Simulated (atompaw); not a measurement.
# As: generating and testing a PAW (atompaw) potential

Do these settings give a usable potential? It is generated, then checked for scattering, ghosts and hardness.

Method: atompaw 4.2.0.5, PBEsol, scalar-relativistic.

## (1) The atom and the settings

Typed settings, in words:

```
element                 : arsenic (As, Z = 33)
type                    : PAW
frozen core             : [Ar] 3d10
valence charge          : 5
reference configuration : 4s1.75 4p3.25
partial waves           : 4s (bound): rc 1.90 bohr; 4s channel at 2.2 Ry: rc 1.90 bohr; 4p (bound): rc 2.10 bohr; 4p channel at 0.05 Ry: rc 2.10 bohr
local potential         : ultrasoft scheme with l = 2 at 0.5 Ry, radius 2.00 bohr
core correction         : smooth core density matched at 1.30 bohr
augmentation charge     : sinc compensation charge, radius 1.65 bohr; PAW radius 2.10 bohr; waves and projectors: custom rrkj gramschmidtortho
```

The nodes and maxima of the atom's own shells, from an earlier all-electron run, set the scale for the radii.

All-electron outer shells of the reference configuration (PBEsol, scalar-relativistic, ld1.x):

| shell | level (eV) | outermost node (bohr) | outermost maximum (bohr) |
| --- | --- | --- | --- |
| 3p | -133.90 | 0.22 | 0.52 |
| 3d | -41.06 | – | 0.47 |
| 4s | -14.73 | 0.73 | 1.61 |
| 4p | -5.36 | 0.78 | 1.97 |

## (2) Generation

As.input reads:

```
As 33
GGA-PBESOL scalarrelativistic loggrid 1500 logderivrange -3 5 201
4 4 3 0 0 0
4 0 1.75
4 1 3.25
0 0 0
c
c
c
v
c
c
v
c
1
2.10 1.65 2.00 1.30
y
2.2
n
y
0.05
n
custom rrkj gramschmidtortho sinc
2 0.5 ultrasoft
1.90
1.90
2.10
2.10
PWSCFOUT
UPFDX 0.0125d0 UPFXMIN -7.d0 UPFZMESH 33.d0
END
```

Started as:

```console
$ atompaw < As.input > As.log
```

What does the calculation give? Wanted: cutoffs for 10 and 1 mRy, occupied levels; bound ghosts; largest phase difference near zero energy, channels read; lowest eigenvalue of the overlap; share of valence orbitals outside the PAW sphere; UPF file.

The runs gave:

| quantity | value |
| --- | --- |
| cutoffs for 10 and 1 mRy, occupied levels | 12 Ry and 18 Ry |
| bound ghosts | none found |
| largest phase difference near zero energy, channels read | 0.000 rad |
| lowest eigenvalue of the overlap (Bessel basis) | 0.435 (s) |
| share of valence orbitals outside the PAW sphere | 4s 35 %, 4p 60 % |
| UPF file | written |

In words: The potential is soft on the atom at that tolerance: the looser tolerance needs 12 Ry. The slowest occupied level is 4p: taken alone it needs 15 Ry to come within 1 mRy, against 6 Ry or less for 4s. No bound ghost shows below the valence levels. Near zero energy the phases of the channels with partial waves agree within 0.001 rad. All of this concerns the isolated atom, not yet a solid.
